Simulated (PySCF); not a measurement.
# H2O3Si2: relaxation and vibrations and intensities, part 2 of 2

The task, for H2O3Si2: 2 runs in a chain (relaxation and vibrations and intensities).

PySCF 2.14.0; relaxation, pbe0, def2-tzvp, and further levels as typed in the inputs. The steps go on from the part before.

### 3 Vibrations and intensities: vibrations and intensities, pbe0, def2-tzvp

It takes the final geometry of step 2.

The input, run.py:

```python
from pyscf import gto, dft
from pyscf.hessian import thermo
import numpy as np
mol = gto.M(atom="mol.xyz", basis="def2-tzvp", charge=1, spin=1, verbose=4)
mf = dft.UKS(mol, xc="pbe0").density_fit().run(conv_tol=1e-9)
for i in range(6):  # look for a lower solution of the same spin
    mo, _, ok, _ = mf.stability(return_status=True)
    if ok: break
    mf.kernel(mf.make_rdm1(mo, mf.mo_occ))
print(f"converged SCF energy = {mf.e_tot:.10f}, stable: {ok}")
mol.verbose = 0; x = mol.atom_coords(); n = x.size; h = np.zeros((n, n + 3))
def point(d):  # for finite differences of the forces
    m = mol.set_geom_(x + d.reshape(-1, 3), unit="Bohr", inplace=False); s = dft.UKS(m, xc="pbe0").density_fit()
    s.grids.level = 4
    s.run(mf.make_rdm1(), conv_tol=1e-10); g = s.nuc_grad_method(); g.grid_response = True
    return np.append(g.kernel(), s.dip_moment(unit="AU", verbose=0))
for k in range(n): d = np.zeros(n); d[k] = 0.01; h[k] = (point(d) - point(-d)) / 0.02
H = (h[:, :n] + h[:, :n].T) / 2
f = thermo.harmonic_analysis(mol, H.reshape(mol.natm, 3, mol.natm, 3).transpose(0, 2, 1, 3))
print("harmonic vibrations: frequency (1/cm), infrared intensity (km/mol)")
for w, q in zip(f["freq_wavenumber"], f["norm_mode"]): t = q.ravel() @ h[:, n:]; print(f"  {w.real - w.imag:9.2f} {974.88 * t @ t:9.2f}")
```

Run with:

```console
> python run.py
```

What it wrote:

```text
[INPUT] num. atoms = 7
[INPUT] num. electrons = 53
[INPUT] charge = 1
[INPUT] spin (= nelec alpha-beta = 2S) = 1
[INPUT] symmetry False subgroup None
[INPUT] Mole.unit = angstrom
[INPUT] Symbol           X                Y                Z      unit          X                Y                Z       unit  Magmom
[INPUT]  1 H      1.031213380000   2.388053890000   2.100240730000 AA    1.948710864187   4.512767822802   3.968879775357 Bohr   0.0
[INPUT]  2 O      0.543842320000   1.882530850000   1.444721600000 AA    1.027713039748   3.557467727545   2.730128150243 Bohr   0.0
[INPUT]  3 Si     1.118659940000   0.814645960000   0.435964590000 AA    2.113960913122   1.539457752883   0.823853675108 Bohr   0.0
[INPUT]  4 O      0.008418110000   0.381308580000  -0.597416360000 AA    0.015907922386   0.720568785147  -1.128953302735 Bohr   0.0
[INPUT]  5 H      0.116863360000  -0.177513850000  -1.371166320000 AA    0.220839744396  -0.335452559817  -2.591128816028 Bohr   0.0
[INPUT]  6 O      2.702899320000   0.906329530000  -0.046543510000 AA    5.107739457073   1.712714590306  -0.087954486776 Bohr   0.0
[INPUT]  7 Si     3.209015790000  -0.422463870000   0.799498970000 AA    6.064160972505  -0.798341011824   1.510834090172 Bohr   0.0

nuclear repulsion = 283.730845768716
number of shells = 67
number of NR pGTOs = 280
number of NR cGTOs = 179
basis = def2-tzvp
ecp = {}

******** <class 'pyscf.df.df_jk.DFUKS'> ********
method = DFUKS
initial guess = minao
damping factor = 0
level_shift factor = 0
DIIS = <class 'pyscf.scf.diis.CDIIS'>
diis_start_cycle = 1
diis_space = 8
diis_damp = 0
SCF conv_tol = 1e-09
SCF conv_tol_grad = None
SCF max_cycles = 50
direct_scf = False
number electrons alpha = 27  beta = 26
XC library pyscf.dft.libxc version 7.0.0
    S. Lehtola, C. Steigemann, M. J.T. Oliveira, and M. A.L. Marques.,  SoftwareX 7, 1–5 (2018)
XC functionals = pbe0
    C. Adamo and V. Barone.,  J. Chem. Phys. 110, 6158 (1999)
    M. Ernzerhof and G. E. Scuseria.,  J. Chem. Phys. 110, 5029 (1999)
radial grids:
    Treutler-Ahlrichs [JCP 102, 346 (1995); DOI:10.1063/1.469408] (M4) radial grids

becke partition: Becke, JCP 88, 2547 (1988); DOI:10.1063/1.454033
pruning grids: <function nwchem_prune at 0x78ec8eb69c60>
grids dens level: 3
symmetrized grids: False
atomic radii adjust function: <function treutler_atomic_radii_adjust at 0x78ec8eb6a980>
small_rho_cutoff = 0
Set gradient conv threshold to 3.16228e-05
tot grids = 100224
******** <class 'pyscf.df.df.DF'> ********
auxbasis = def2-tzvp-jkfit
init E= -806.267426571932
[... the frontier-level lines of each cycle are left out ...]


cycle= 1 E= -805.062631727777  delta_E=  1.2  |g|= 0.846  |ddm|= 1.67
cycle= 2 E= -804.183810905851  delta_E= 0.879  |g|= 1.67  |ddm|= 1.35
cycle= 3 E= -805.315416592491  delta_E= -1.13  |g|= 0.183  |ddm|= 0.96
cycle= 4 E= -805.322959156778  delta_E= -0.00754  |g|= 0.144  |ddm|= 0.178
cycle= 5 E= -805.330399944364  delta_E= -0.00744  |g|= 0.0194  |ddm|= 0.0753
cycle= 6 E= -805.330594031491  delta_E= -0.000194  |g|= 0.00542  |ddm|= 0.0208
cycle= 7 E= -805.330615772528  delta_E= -2.17e-05  |g|= 0.00216  |ddm|= 0.00806
cycle= 8 E= -805.330621195932  delta_E= -5.42e-06  |g|= 0.000606  |ddm|= 0.00409
cycle= 9 E= -805.330621998068  delta_E= -8.02e-07  |g|= 0.000213  |ddm|= 0.00177
cycle= 10 E= -805.330622116666  delta_E= -1.19e-07  |g|= 0.000114  |ddm|= 0.000722
cycle= 11 E= -805.330622130209  delta_E= -1.35e-08  |g|= 7.22e-05  |ddm|= 0.000209
cycle= 12 E= -805.330622134315  delta_E= -4.11e-09  |g|= 3.17e-05  |ddm|= 0.000107
cycle= 13 E= -805.330622135407  delta_E= -1.09e-09  |g|= 5.89e-06  |ddm|= 6.32e-05
cycle= 14 E= -805.330622135538  delta_E= -1.32e-10  |g|= 2.23e-06  |ddm|= 2.72e-05
Extra cycle  E= -805.330622135545  delta_E= -7.05e-12  |g|= 2.29e-06  |ddm|= 5.26e-06
converged SCF energy = -805.330622135545  <S^2> = 0.75961225  2S+1 = 2.0095893
uhf_internal: lowest eigs of H = [0.11537791 0.19804368 0.22584791]
<class 'pyscf.df.df_jk.DFUKS'> wavefunction is stable in the internal stability analysis
converged SCF energy = -805.3306221355, stable: True
harmonic vibrations: frequency (1/cm), infrared intensity (km/mol)
     131.63      0.47
     181.80     12.35
     203.17     46.48
     285.84     20.95
     292.45      3.58
     331.12    245.65
     377.15      9.98
     652.06    126.95
     680.64    204.79
     753.60    165.11
     869.92    125.62
    1031.62    143.41
    1135.78    109.30
    3900.50    565.03
    3903.58     27.88
```

Run time: 15 min. Hardware: 3 threads of Intel Xeon Platinum 8488C (Sapphire Rapids), shared host.

Harmonic frequencies from the force constants, with isotope-averaged masses (PySCF's default) and rigid motions projected out (i: imaginary):

```tsv
mode	cm⁻¹	IR (km/mol)
1	132	0.5
2	182	12.3
3	203	46.5
4	286	20.9
5	292	3.6
6	331	245.7
7	377	10.0
8	652	127.0
9	681	204.8
10	754	165.1
11	870	125.6
12	1032	143.4
13	1136	109.3
14	3900	565.0
15	3904	27.9
```

### 4 The runs side by side

The summary covers parts 1 to 2.

| quantity | value |
| --- | --- |
| harmonic frequencies (step 3) | 132 to 3904 cm⁻¹ |
| zero-point energy (step 3) | 0.913 eV |

What this shows: In step 3 all modes are real: a minimum.
